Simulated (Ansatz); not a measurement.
# ZnAg: the cost of one run

Program: Ansatz 0.2.0. Level of theory: DFT LDA, scalar-relativistic. These are calculated values, not measurements.

**1. The starting structure**

Symmetry: Pm-3m, No. 221, cubic system. Conventional cell: a = 3.156 Å, b = 3.156 Å, c = 3.156 Å, α = 90.00°, β = 90.00°, γ = 90.00°. Zn (site symmetry m-3m) has 8 Ag at 2.73 Å as nearest neighbours. Ag (site symmetry m-3m) has 8 Zn at 2.73 Å as nearest neighbours.

As a file:

```xyz
2
Lattice="3.1560 0.0000 0.0000 0.0000 3.1560 0.0000 0.0000 0.0000 3.1560" Properties=species:S:1:pos:R:3 pbc="T T T"
Zn    1.5780    1.5780    1.5780
Ag    0.0000    0.0000    0.0000
```

The geometry is a database entry used as it stands. It may stem from high pressure or temperature, or be incomplete, so it serves as a test cell.

Atoms are numbered in the order of the input: Zn1, Ag2.

**2. Volume × 0.94, LAPW**

input.yaml reads:

```yaml
crystal:
  lattice:
    - [3.0915737591, 0.0, 0.0]
    - [0.0, 3.0915737591, 0.0]
    - [0.0, 0.0, 3.0915737591]
  atoms:
    - { symbol: Zn, position: [0.5, 0.5, 0.5] }
    - { symbol: Ag, position: [0.0, 0.0, 0.0] }
kpoints:
  mp_grid: { grid: [12, 12, 12] }
  band_path:
    path:
      - [0.0, 0.0, 0.0]
      - [0.0, 0.5, 0.0]
      - [0.5, 0.5, 0.0]
      - [0.0, 0.0, 0.0]
      - [0.5, 0.5, 0.5]
      - [0.0, 0.5, 0.0]
      - [0.5, 0.5, 0.5]
      - [0.5, 0.5, 0.0]
    npoints: 5
scf:
  occupations: { method: fermi_dirac, width: 0.03 }
hamiltonian:
  xc: lda
  pseudopotentials: { kind: all_electron, lapw: { basis_error: 0.00025 } }
output:
  forces: true
  stress: true
  eigenvalues: true
```

Launch:

```
ansatz run input.yaml --threads 1 --pin off --max-ram 3072MiB --backend cpu --events-out ev --progress --plain --runs-dir out
```

What time and memory should one allow on 1 thread of Intel Xeon 6975P-C (Granite Rapids), shared host?

About 16 s, with a peak of 0.53 GiB.
